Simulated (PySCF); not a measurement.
# C9H10O2Se: the cost of one run

Programs: PySCF 2.14.0, with routines of our own; each step states its level. All values are computed. Atoms count from 0.

## 1. The starting structure

22 atoms, charge 0, multiplicity 1; geometry from: GFN2-xTB.

## 2. NMR shieldings: PBE0/pcSseg-1 Se:us-x2c-TZVPall-2c, spin–orbit

The job: settings as JSON, then the geometry in Å.

```
{"job": {"kind": "hnmr", "xc": "PBE0", "basis": {"default": "pcSseg-1", "Se": "us-x2c-TZVPall-2c"}, "rel": "so"}, "charge": 0, "multiplicity": 1}
C     -4.527865     0.002437     0.119337
O     -3.176566    -0.017675    -0.311657
C     -2.253646    -0.012396     0.665144
O     -2.540243     0.006193     1.838430
C     -0.870477    -0.030687     0.143550
C     -0.590129    -0.047230    -1.222773
C      0.716918    -0.044329    -1.656024
C      1.765321    -0.024760    -0.736148
Se     3.535274    -0.006162    -1.449944
C      4.613657     0.253423     0.156206
C      1.490501    -0.022078     0.626032
C      0.180410    -0.022912     1.058175
H     -4.718018    -0.821822     0.809905
H     -4.749212     0.942511     0.629319
H     -5.135513    -0.097961    -0.776366
H     -1.401250    -0.058780    -1.933528
H      0.944793    -0.051197    -2.713515
H      4.299010     1.163168     0.662086
H      4.528279    -0.611882     0.809247
H      5.641672     0.356295    -0.182297
H      2.289235    -0.019368     1.351339
H     -0.052561    -0.017755     2.112632
```

Level: PBE0/pcSseg-1 Se:us-x2c-TZVPall-2c GIAO NMR shielding, X2C with spin-orbit coupling, screened-nuclear two-electron part, Gaussian nuclei, gas phase.

Command:

```console
> OMP_NUM_THREADS=1 python heavy_run.py task.json out
```

This one command runs all jobs of the session in turn.

**Question.** How long does this first job take on 1 thread of Arm Neoverse V2, shared host, and how much memory does it need?

About 8.3 min, with a peak of 2.2 GiB.
